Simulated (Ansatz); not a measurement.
Runs of Ansatz 0.2.0 on HfB. The structure is cubic, space group Fm-3m (No. 225). The conventional cell has a = 4.620 Å, b = 4.620 Å, c = 4.620 Å, α = 90.00°, β = 90.00°, γ = 90.00°. Hf (site symmetry m-3m) has 6 B at 2.31 Å as nearest neighbours. Around B (site symmetry m-3m) lie 6 Hf at 2.31 Å. 

```tsv
task	level	spin	cell	k mesh	points for each segment of the path	gap on the mesh (eV)	pressure (GPa)	relaxed volume (Å³/atom)
band structure	PBE	off	as given	10 × 10 × 10	14	none	29.6	-
band structure	PBE	SOC, no magnetisation	as given	7 × 7 × 7	14	none	28.6	-
relaxation of cell and atoms	LDA	off	relaxed	10 × 10 × 10	-	none	0.0	(a)
band structure	LDA	SOC, no magnetisation	as given	7 × 7 × 7	14	none	16.9	-
relaxation of cell and atoms	PBEsol	off	relaxed	10 × 10 × 10	-	none	0.0	13.72
```

Alike in all rows: potentials or basis Ansatz PAW; cutoff (eV) 420; smearing fermi-dirac 0.05 eV.

Q: Estimate the missing entries.

A: (a) 13.38.

Caveats: the PAW data sets come from PBE, with cores solved anew for the run's functional, which leaves a small shift of forces and pressure (some runs); a pressure of tens of GPa on the cell as given is suspect, and the run, the potentials or the cell itself is likely at fault (some runs); the plane-wave basis is chosen anew once the cell has moved, so the energies of steps on either side of that aren't comparable (some runs); spin-orbit coupling is left out, which moves the levels of the heavy elements (some runs); so large a pressure means that the cell lies far from this level's equilibrium, or that cutoff or potentials fall short (some runs); the volume moved by +11 % from the deposited cell, more than functionals usually miss (some runs).

A k mesh can miss the band edges, and rows without SOC leave out spin-orbit coupling on Hf.

A gap of «none» marks a metal or a gap under the smearing width.
